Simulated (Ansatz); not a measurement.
# Na3SmP2: the cost of one run

Computed with Ansatz 0.2.0 (DFT PBE, scalar-relativistic, plane waves, PAW; 4f electrons in the core of a trivalent norm-conserving potential, unless a step's input says otherwise).

### Step 1. The structure to begin with

The structure is tetragonal, space group P4/mmm (No. 123). Conventional cell: a = 5.366 Å, b = 5.366 Å, c = 5.389 Å, α = 90.00°, β = 90.00°, γ = 90.00°. Around Na (site symmetry mmm) lie 2 Sm at 2.68 Å and 2 P at 2.68 Å. Na (site symmetry 4/mmm) has 2 Sm at 2.69 Å in its first shell of neighbours. Sm (site symmetry 4/mmm) is surrounded by 6 Na at 2.68 to 2.69 Å. P (site symmetry 4/mmm) is surrounded by 2 P at 2.69 Å. P (site symmetry 4/mmm) has 4 Na at 2.68 Å and 2 P at 2.69 Å in its first shell of neighbours.

As a file:

```xyz
6
Lattice="5.3659 0.0000 0.0000 0.0000 5.3659 0.0000 0.0000 0.0000 5.3895" Properties=species:S:1:pos:R:3 pbc="T T T"
Na    2.6829    0.0000    2.6947
Na    0.0000    2.6829    2.6947
Na    2.6829    2.6829    0.0000
Sm    2.6829    2.6829    2.6947
P     0.0000    0.0000    0.0000
P     0.0000    0.0000    2.6947
```

Recipe of the guess: random cell by space group and Wyckoff sites (P4/mmm, No. 123). Its size is a rough estimate.

### Step 2. Probe: one point on a coarse mesh

File input.yaml:

```yaml
crystal:
  lattice:
    - [5.36587179, 0.0, 0.0]
    - [0.0, 5.36587179, 0.0]
    - [0.0, 0.0, 5.38949669]
  atoms:
    - { symbol: Na, position: [0.5, 0.0, 0.5] }
    - { symbol: Na, position: [0.0, 0.5, 0.5] }
    - { symbol: Na, position: [0.5, 0.5, 0.0] }
    - { symbol: Sm, position: [0.5, 0.5, 0.5] }
    - { symbol: P, position: [0.0, 0.0, 0.0] }
    - { symbol: P, position: [0.0, 0.0, 0.5] }
basis:
  ecutwfc: 690
kpoints:
  mp_grid: { grid: [4, 4, 4] }
hamiltonian:
  xc: pbe
  pseudopotentials:
    kind: paw
    azcp: { Sm: "pseudopotentials/pbe/nc/lanthanide_3plus/Sm.nc.azcp" }
scf:
  occupations: { method: gaussian, width: 0.1 }
  lower_state_search: "off"
output:
  forces: true
  stress: true
  eigenvalues: true
```

The run is started by

```
ansatz run input.yaml --threads 1 --pin off --max-ram 2560MiB --backend cpu --events-out ev --progress --plain --runs-dir out
```

**Question.** How long does this run take on 1 thread of Intel Xeon at 2.50GHz (Skylake/Cascade Lake), shared host, and how much memory does it need?

About 24 s, with a peak of 0.51 GiB.
